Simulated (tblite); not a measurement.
# C18F9N12Na: the cost of one run

Computed with tblite 0.8.0 and PySCF 2.14.0 and routines of our own; the level stands in each step. Atoms count from 0.

## 1. The system as given

40 atoms, charge -2, multiplicity 1; geometry from: force field, distance geometry or constructed start.

## 2. Geometry optimisation with GFN2-xTB

The job: settings as JSON, then the geometry in Å.

```
{"job": {"kind": "relax", "xc": "GFN2-xTB", "basis": "xTB"}, "charge": -2, "multiplicity": 1}
N     -3.666700    -3.975800     3.629500
C     -2.945400    -3.607100     2.793700
C     -1.962100    -3.080100     1.703000
N     -1.346900    -3.797500     0.727000
C     -0.582500    -2.941900    -0.006300
C      0.281600    -3.320000    -1.227100
F      1.450600    -2.603100    -1.304100
F     -0.354500    -3.109600    -2.413700
F      0.669700    -4.636300    -1.234200
N     -0.741200    -1.678700     0.501200
C     -1.591700    -1.759000     1.554800
C     -2.079800    -0.588500     2.468100
N     -2.462500     0.264500     3.170000
N      0.254700     5.726700    -3.099900
C     -0.173600     4.740400    -2.660100
C     -0.700200     3.394700    -2.051100
N     -1.966200     2.909300    -2.116600
C     -1.988600     1.703600    -1.457700
C     -3.213300     0.792500    -1.282900
F     -3.245500     0.157800    -0.069600
F     -3.265800    -0.198600    -2.224800
F     -4.408200     1.454500    -1.381500
N     -0.720200     1.453600    -0.986700
C      0.069900     2.483400    -1.360200
C      1.598200     2.662300    -1.059200
N      2.726200     2.816800    -0.851800
N      6.515400    -0.114400     0.050900
C      5.416900    -0.010300     0.426000
C      3.930700     0.122300     0.881100
N      3.478100     0.410700     2.135700
C      2.110800     0.425200     2.088200
C      1.166900     0.724100     3.272900
F      0.019300    -0.022300     3.250900
F      0.766400     2.028800     3.311600
F      1.737500     0.479600     4.491200
N      1.714900     0.153300     0.802100
C      2.833900    -0.039100     0.054100
C      2.909800    -0.377300    -1.467000
N      2.999400    -0.637800    -2.596800
Na    -0.004800     0.003400     0.001200
```

Command:

```sh
$ OMP_NUM_THREADS=4 python large_run.py task.json out
```

The driver reads the jobs from task.json and runs them one after another.

Q: Estimate the wall time and peak memory of this first job on 4 threads of Arm Neoverse V2, shared host.

About 9.3 s, with a peak of 0.18 GiB.
